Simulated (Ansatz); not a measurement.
CuS, space group Fm-3m, a displacement scan with seeded SCF runs

Program: Ansatz 0.2.0 through its Python package.

Run as a notebook:

```python
import ansatz as az
from ase import Atoms
import numpy as np
```

```python
atoms = Atoms(
    ['Cu', 'S'],
    scaled_positions=[
        (0.0, 0.0, 0.0),
        (0.5, 0.5, 0.5),
    ],
    cell=[
        (0.0, 2.439903, 2.439903),
        (2.439903, 0.0, 2.439903),
        (2.439903, 2.439903, 0.0),
    ],
    pbc=True,
)
cell = az.Crystal.from_ase(atoms)
```

```python
cell.resolved().tree()['lattice']
```

    ((0.0, 2.439903, 2.439903), (2.439903, 0.0, 2.439903), (2.439903, 2.439903, 0.0))

```python
start = np.array(cell.resolved().sites[1].position)
previous, rows = None, []
for step in range(4):
    target = start + step * 0.005 * np.eye(3)[2]
    job = cell.move(1, to=target).calculation()
    job = job.functional('r2scan').kpoints(7)
    job = job.occupations('Fermi-Dirac', width=0.1)
    job = job.forces()
    session = job.session()
    if previous is not None:
        session.seed_next_step(previous)
    previous = session.plan(retain='density').execute()
    summary = previous.report
    shift = float(np.linalg.norm((target - start) @ np.array(summary['lattice']['cell_ang'])))
    rows.append((step, shift, summary['lagrangian_ev'], float(np.linalg.norm(summary['forces_ev_ang'][1])), summary['n_iterations'], summary['n_symmetry_ops']))
rows = [(row[0], row[1], 1000 * (row[2] - rows[0][2]), *row[3:]) for row in rows]
print('          step         moved A          dE meV  force on it eV/A      iterations  symmetry operations')
for row in rows:
    print(f'{str(row[0]):>14s}  {row[1]:14.4f}  {row[2]:14.3f}  {row[3]:16.4f}  {row[4]:14d}  {row[5]:19d}')
```

    DeckWarning: basis.ecutwfc = 500 eV, auto-derived from the records' recommended cutoffs: set by Cu (their level for a meta-GGA)
              step         moved A          dE meV  force on it eV/A      iterations  symmetry operations
                 0          0.0000           0.000            0.0000               8                   48
                 1          0.0173           0.561            0.0648               6                    4
                 2          0.0345           2.243            0.1298               6                    4
                 3          0.0518           5.047            0.1949               6                    4

Spin is left out of this run. For a metal this k-point mesh is coarse: on a finer one energies can move by several to tens of meV an atom and pressures by half a GPa or more, differences at one mesh by less. This cell is a computed structure, which may not be the phase found in nature. Warnings are shown shortened and without file and line. The first step keeps the crystal's symmetry; the moved atom lowers it. Wall time of the script: 24 s on 1 thread of Arm Neoverse V1, on a shared host, peak memory 0.49 GiB.

(Lines on the test bed's own set-up are left out of the output.)
